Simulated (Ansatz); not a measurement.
# CH4BNO: taking an electron away

An exercise on one series of results from a longer session: the logs are not shown, and one member is left open.

Program: Ansatz 0.2.0, Gaussian basis. Level of theory: unrestricted cation, the program's frozen cores in correlated methods. These are calculated values, not measurements.

Levels to be run: UKS PBE-D4/def2-TZVPP; UKS r2SCAN-D4/def2-TZVPP; UKS PBE0-D4/def2-TZVPP; UKS B3LYP-D4/def2-TZVPP; UKS wB97X-V/def2-TZVPP; UKS wB97M-V/def2-TZVPP; UKS B2PLYP/def2-TZVPP; UHF-CCSD(T)/def2-TZVPP; UHF-MP2/def2-QZVPP; extrapolation to the limit; then −ε(HOMO) from the neutral's earlier runs with LDA (SPW92), PBE-D4, revPBE-D4, BLYP-D4, r2SCAN-D4, B97M-V, PBE0-D4, B3LYP-D4, r2SCANh-D4, r2SCAN0-D4, HSE06-D4, BHLYP-D4, CAM-B3LYP-D4, LC-ωPBE, ωB97X-V, ωB97M-V.

### Structure used throughout

An earlier PBE0-D4 in a triple-zeta def2 set relaxation fixed the geometry.

8 atoms, charge 0, spin multiplicity 1.

Atoms are counted from 1 here; the program's logs count them from 0.

Bond lengths: B1–C2 1.522 Å, B1–H5 1.195 Å, B1–H6 1.195 Å, C2–N3 1.312 Å, C2–O4 1.260 Å, N3–H7 1.004 Å, N3–H8 1.010 Å. Angles: C2–B1–H5 118.4°, C2–B1–H6 118.4°, H5–B1–H6 122.2°, B1–C2–N3 160.2°, B1–C2–O4 73.7°, N3–C2–O4 126.1°, C2–N3–H7 120.2°, C2–N3–H8 120.5°, H7–N3–H8 119.2°.

Geometry (Å):

```
B    -0.9676    0.8809   -0.2813
C     0.1849   -0.0846   -0.0442
N     0.9000   -1.0453    0.4914
O     0.5137    0.6237   -1.0325
H    -1.8951    0.5096   -0.9377
H    -1.0007    1.8944    0.3517
H     0.5501   -1.5555    1.2817
H     1.8067   -1.2805    0.1150
```

The first run:

Contents of in.yaml:

```yaml
crystal:
  periodic: [false, false, false]
  atoms:
    - {symbol: B, position_ang: [-0.967607, 0.880912, -0.281339]}
    - {symbol: C, position_ang: [0.184905, -0.084554, -0.044169]}
    - {symbol: N, position_ang: [0.899960, -1.045262, 0.491366]}
    - {symbol: O, position_ang: [0.513742, 0.623735, -1.032453]}
    - {symbol: H, position_ang: [-1.895137, 0.509556, -0.937659]}
    - {symbol: H, position_ang: [-1.000717, 1.894425, 0.351652]}
    - {symbol: H, position_ang: [0.550114, -1.555455, 1.281671]}
    - {symbol: H, position_ang: [1.806742, -1.280455, 0.115031]}
basis:
  gaussian: {orbitals: def2-TZVPP}
total_charge: 1
magnetization: {spin_polarized: true, initial_magnetization: 1}
hamiltonian: {xc: pbe, dispersion: d4}
```

Command:

```sh
$ ansatz run in.yaml --threads 2 --pin off --events-out ev --progress --plain --max-ram 4352MiB
```

Steps of the session up to this table: Cation, UKS PBE-D4/def2-TZVPP; Cation, UKS r2SCAN-D4/def2-TZVPP; Cation, UKS PBE0-D4/def2-TZVPP; Cation, UKS B3LYP-D4/def2-TZVPP; Cation, UKS wB97X-V/def2-TZVPP; Cation, UKS wB97M-V/def2-TZVPP; Cation, UKS B2PLYP (frozen core)/def2-TZVPP; Cation, UHF-CCSD(T)/def2-TZVPP; Cation, UHF-MP2/def2-QZVPP.

One of the session's tables, all rows but one given; the rest of the session is left out.

Orbital estimates, from the neutral's runs:

| functional | −ε(HOMO) (eV) |
| --- | --- |
| LDA (SPW92) | 6.86 |
| PBE-D4 | 6.77 |
| revPBE-D4 | 6.70 |
| BLYP-D4 | 6.67 |
| r2SCAN-D4 | 7.01 |
| B97M-V | 7.11 |
| PBE0-D4 | 8.18 |
| B3LYP-D4 | 7.96 |
| r2SCANh-D4 | 7.54 |
| r2SCAN0-D4 | 8.35 |
| HSE06-D4 | ? |
| BHLYP-D4 | 9.54 |
| CAM-B3LYP-D4 | 9.64 |
| LC-ωPBE | 11.01 |
| ωB97X-V | 10.63 |
| ωB97M-V | 10.55 |

Q: Estimate the row for HSE06-D4 from the others.

The run gave: −ε(HOMO) (eV): 7.77. In the column «−ε(HOMO) (eV)» it lies between r2SCANh-D4 (7.54) and B3LYP-D4 (7.96).
